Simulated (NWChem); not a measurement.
# C2H3Si (SMILES [C]#C[SiH3]): UM06-2X/cc-pVDZ

Aim: the electronic atomisation energy of C2H3Si at UM06-2X/cc-pVDZ, from 4 runs. 

The results are computed with NWChem 7.3.0.

## (1) Starting point

The species is C2H3Si (6 atoms), meant as a doublet with charge 0. As SMILES, `[C]#C[SiH3]`. The coordinates come from a PBE0-D4/def2-TZVP relaxation.

Bond lengths: C1–C2 1.212 Å, C2–Si3 1.827 Å, Si3–H4 1.482 Å, Si3–H5 1.482 Å, Si3–H6 1.482 Å. Angles: C1–C2–Si3 179.9°, C2–Si3–H4 108.8°, C2–Si3–H5 108.8°, C2–Si3–H6 108.8°, H4–Si3–H5 110.1°, H4–Si3–H6 110.1°, H5–Si3–H6 110.1°.

## (2) The energy at UM06-2X/cc-pVDZ (run 1)

mymol.xyz reads:

```xyz
6

C      1.099800    -1.943700     1.067500
C      0.563900    -0.994100     0.538900
Si    -0.246300     0.437400    -0.257000
H     -1.451000    -0.035700    -0.979200
H      0.706200     1.059100    -1.207200
H     -0.630600     1.412800     0.790800
```

mymol.nw reads:

```
start mymol
memory 2200 mb
geometry noautosym nocenter noautoz
   load format xyz mymol.xyz
end
basis "ao basis" spherical bse
   * library cc-pVDZ
end
dft
   xc m06-2x
   mult 2
   grid fine
   convergence energy 1e-08
   maxiter 100
   mulliken
   noprint "final vectors analysis"
end
task dft energy
```

Command:

```
$ nwchem mymol.nw > mymol.out
```

Log:

```text
[...]
          Wavefunction type:  spin polarized.
          No. of atoms     :     6
          No. of electrons :    29
[...]
          Charge           :     0
          Spin multiplicity:     2
[...]
          AO basis - number of functions:    61
[...]
              XC Information
              --------------
                       M06-2X Method XC Functional
                     Hartree-Fock (Exact) Exchange  0.540
                        M06-2X Exchange Functional  1.000
                      M06-2X Correlation Potential  1.000
[...]
 d= 0,ls=0.0,diis     1   -367.2099432030 -4.44D+02  4.96D-03  5.67D-02     2.7
[...]
 d= 0,ls=0.0,diis    13   -367.2624008663 -1.24D-09  2.30D-07  5.56D-11    26.5
[...]
         Total DFT energy =     -367.262400866314
      One electron energy =     -656.040742313670
           Coulomb energy =      245.129967516725
    Exchange-Corr. energy =      -32.718764531406
 Nuclear repulsion energy =       76.367138462037
[...]
      Total Density - Mulliken Population Analysis
     ---------------------------------------------
    Atom       Charge   Shell Charges
 -----------   ------   -------------------------------------------------------
    1 C    6     6.15   2.01  0.70  0.68  1.82  0.91  0.04
    2 C    6     6.03   2.01  0.69  0.53  1.99  0.78  0.03
    3 Si  14    13.67   2.00  2.03  0.77  0.39  6.01  1.55  0.69  0.24
    4 H    1     1.05   0.72  0.32  0.01
    5 H    1     1.05   0.72  0.32  0.01
    6 H    1     1.05   0.72  0.32  0.01
[...]
      <S2> =      0.7757 (Exact =     0.7500)
[...]
```

It took 27 s on 1 thread of Intel Xeon Platinum 8488C (Sapphire Rapids), shared host; peak memory 0.11 GiB.

## (3) The C atom at the same level (run 2)

geom.nw reads:

```
echo
START geom
TITLE "C"
memory 2200 mb

GEOMETRY noautosym nocenter noautoz
 C     0.000000    0.000000    0.000000
END

BASIS "ao basis" spherical bse
 * library cc-pVDZ
END

DFT
 xc m06-2x
 mult 3
 grid fine
 convergence energy 1e-08
 iterations 100
 mulliken
 noprint "final vectors analysis"
END

TASK dft
```

Run the same way, it converges to -37.83637 Eh (log not shown).

Run 3 isn't shown in full; the table further down has it.

## (4) The Si atom at the same level (run 4)

calc.nw reads:

```
start calc
title "Si"
memory 2200 mb

geometry units angstroms noautosym nocenter noautoz
Si       0.000000       0.000000       0.000000
end

basis spherical bse
* library cc-pVDZ
end

dft
xc m06-2x
mult 3
grid fine
convergence energy 1e-08
maxiter 100
mulliken
noprint "final vectors analysis"
end

task dft energy
```

Run the same way, it converges to -289.34327 Eh (log not shown).

## (5) Overview of the runs

```tsv
run	partner	energy (Eh)	⟨S²⟩	wall time
1	base	-367.262401	0.776	27 s
2	atoms	-37.836369	2.002	0.94 s
3	atoms	-0.497411	0.750	0.85 s
4	atoms	-289.343268	2.002	2 s
```

## (6) Summary of results

At UM06-2X/cc-pVDZ:

```
                     quantity          value
        Si atom: total energy  -289.34327 Eh
                Si atom: ⟨S²⟩          2.002
electronic atomisation energy      20.522 eV
```

What this shows: Taking the molecule apart into free atoms costs 20.52 eV (473 kcal/mol), before zero-point energy and without spin-orbit coupling. All runs together took 31 s, the longest 27 s.
